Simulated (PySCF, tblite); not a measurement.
# C₅H₉ClN₂Si: geometry, infrared bands and NMR shifts

Aim: predict the infrared bands and NMR shifts of C₅H₉ClN₂Si (`[H]/N=C/C=N\[Si@@H](Cl)CC=C`).

Programs: tblite 0.8.0 and PySCF 2.14.0, with density-fitted response routines of our own. Each step states its level of theory. These are calculated values for one molecule in the gas phase, unless marked as measured. Atoms count from 0, in the outputs and in this text.

**1. The molecule as given**

18 atoms, charge 0, multiplicity 1; geometry from: force field or distance geometry start.

Bonds of the start (Å): C0–C1 1.33, C1–C2 1.49, C2–Si3 1.85, Si3–Cl4 2.12, Si3–N5 1.79, N5–C6 1.29, C6–C7 1.46, C7–N8 1.29, C0–H9 1.10, C0–H10 1.08, C1–H11 1.11, C2–H12 1.12, C2–H13 1.10, Si3–H14 1.46, C6–H15 1.09, C7–H16 1.08, N8–H17 1.06.

**2. Geometry optimisation with GFN2-xTB**

What the job is given:

```
{"job": {"kind": "relax", "xc": "GFN2-xTB", "basis": "xTB"}, "charge": 0, "multiplicity": 1}
C      3.381400     0.368700    -1.134100
C      2.405500     0.438800    -0.226300
C      0.977800     0.645300    -0.579300
Si     0.072400    -0.843600     0.052000
Cl     1.481100    -2.426900    -0.055100
N     -1.265000    -1.373500    -1.016500
C     -2.430600    -0.859700    -0.829200
C     -2.716200     0.120400     0.221400
N     -3.926900     0.562800     0.323500
H      3.137800     0.475100    -2.200600
H      4.416800     0.214500    -0.877800
H      2.721200     0.317400     0.830000
H      0.843700     0.796400    -1.677100
H      0.654900     1.570800    -0.073700
H     -0.347700    -0.603400     1.432300
H     -3.266700    -1.162700    -1.455400
H     -1.980500     0.491900     0.914500
H     -4.167800     1.274000     1.074900
```

On the command line:

```bash
> OMP_NUM_THREADS=1 python probes_run.py task.json out
```

The driver reads the jobs from task.json and runs them one after another.

**Question.** This job is followed by: GFN2-xTB harmonic vibrations, gas phase; GIAO PBE0/pcSseg-1 NMR shielding, non-relativistic, gas phase. Predict these results of the whole session: strongest single infrared mode (GFN2-xTB); zero-point energy (GFN2-xTB); ¹³C shifts against TMS (PBE0/pcSseg-1); ¹H shifts against TMS (PBE0/pcSseg-1); ²⁹Si shifts against TMS (PBE0/pcSseg-1); ³⁵Cl shifts against HCl (PBE0/pcSseg-1); ¹⁵N shifts against NH3 (PBE0/pcSseg-1).

The runs gave:

```
                                 quantity                                                      value
strongest single infrared mode (GFN2-xTB)                                      2204 cm⁻¹, 230 km/mol
             zero-point energy (GFN2-xTB)                                              81.6 kcal/mol
   ¹³C shifts against TMS (PBE0/pcSseg-1)                       180.1, 168.8, 138.1, 124.9, 32.2 ppm
    ¹H shifts against TMS (PBE0/pcSseg-1)  12.90, 8.73, 8.01, 6.03, 5.98, 5.60, 5.47, 2.25, 1.94 ppm
  ²⁹Si shifts against TMS (PBE0/pcSseg-1)                                                  -23.1 ppm
  ³⁵Cl shifts against HCl (PBE0/pcSseg-1)                                                      7 ppm
   ¹⁵N shifts against NH3 (PBE0/pcSseg-1)                                           418.4, 403.4 ppm
```

In words: Over 117 steps the energy fell by 0.781 eV; of the close pairs, Si3–Cl4 changed most, 2.122 to 2.014 Å. All 48 modes are real, so the xTB geometry is a minimum. The strongest single mode, at 2204 cm⁻¹, moves mainly H14. GFN2-xTB is a fitted tight-binding method: band positions and strengths are rough. Its intensities can rank the bands wrongly. At PBE0/pcSseg-1: The widest tensor belongs to N8: span 808 ppm, with a paramagnetic part of -447 ppm.
